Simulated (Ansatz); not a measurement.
# TaAs (I4_1md): equation of state

One table from this session's results is given with a row withheld; the runs are named, their logs left out.

Program: Ansatz 0.2.0. Level of theory: DFT r²SCAN, scalar-relativistic, plane waves, PAW. These are calculated values, not measurements.

### The starting structure

Symmetry: I4_1md, No. 109, tetragonal system. Conventional cell: a = 3.442 Å, b = 3.442 Å, c = 11.710 Å, α = 90.00°, β = 90.00°, γ = 90.00°. Ta (site symmetry 2mm) is surrounded by 6 As at 2.61 to 2.62 Å. Around As (site symmetry 2mm) lie 6 Ta at 2.61 to 2.62 Å.

As a file:

```
Ta As
1.0
    -1.72116    1.72116    5.85477
     1.72116   -1.72116    5.85477
     1.72116    1.72116   -5.85477
Ta As
2 2
Direct
  0.50004 0.00004 0.50000
  0.75004 0.75004 0.00000
  0.08256 0.58256 0.50000
  0.33256 0.33256 0.00000
```

This cell comes from an earlier session at r²SCAN: 17.344 Å³/atom at -0.01 GPa, on a 16×16×16 mesh.

Volume factors to run: 0.980, 1.020, 0.960, 1.040.

The first run:

File input.yaml:

```yaml
crystal:
  lattice:
    - [-1.7096042012, 1.7096042012, 5.815477224]
    - [1.7096042012, -1.7096042012, 5.815477224]
    - [1.7096042012, 1.7096042012, -5.815477224]
  atoms:
    - { symbol: Ta, position: [0.5000357751, 1.0000357751, 0.5] }
    - { symbol: Ta, position: [0.7500357751, 0.7500357751, 0.0] }
    - { symbol: As, position: [0.0825636449, 0.5825636449, 0.5] }
    - { symbol: As, position: [0.3325636449, 0.3325636449, 0.0] }
basis:
  ecutwfc: 500
  ecutrho_ratio: 4
kpoints:
  mp_grid: { grid: [16, 16, 16] }
hamiltonian:
  xc: r2scan
scf:
  occupations: { method: gaussian, width: 0.05 }
output:
  forces: true
  stress: true
  eigenvalues: true
relax:
  f_tol: 0.01
  max_steps: 40
  cell: { stress_tol: 0.1, fix: [volume] }
```

Run with:

```
$ ansatz run input.yaml --threads 4 --pin off --max-ram 10240MiB --backend cpu --events-out ev --progress --plain --runs-dir out
```

Among the steps run: At 0.980 of the relaxed volume; Scaling the volume by 1.020; Scaling the volume by 0.960; Scaling the volume by 1.040.

One table of the session follows, with a row left open; its other results are not shown here.

It belongs to the step «Energy and pressure against volume». 

| volume (Å³/atom) | energy (meV/atom) | pressure (GPa) |
| --- | --- | --- |
| 16.650 | 17.30 | 8.28 |
| 16.997 | ? | ? |
| 17.344 | 0.00 | -0.01 |
| 17.691 | 3.89 | -3.53 |
| 18.038 | 15.02 | -6.70 |

**Question.** Estimate the row for volume (Å³/atom) = 16.997.

Worked estimate for «energy (meV/atom)». A straight line through the neighbours (16.650, 17.30) and (17.344, 0.00) gives 17.30 + (0.00 − 17.30) × (16.997 − 16.650) / (17.344 − 16.650) = 8.65; a parabola fitted to 3 rows on both sides gives 4.47.

**Answer.** energy (meV/atom): 4.17; pressure (GPa): 3.92. In «energy (meV/atom)» the line misses by +4.48 and the parabola by +0.30.
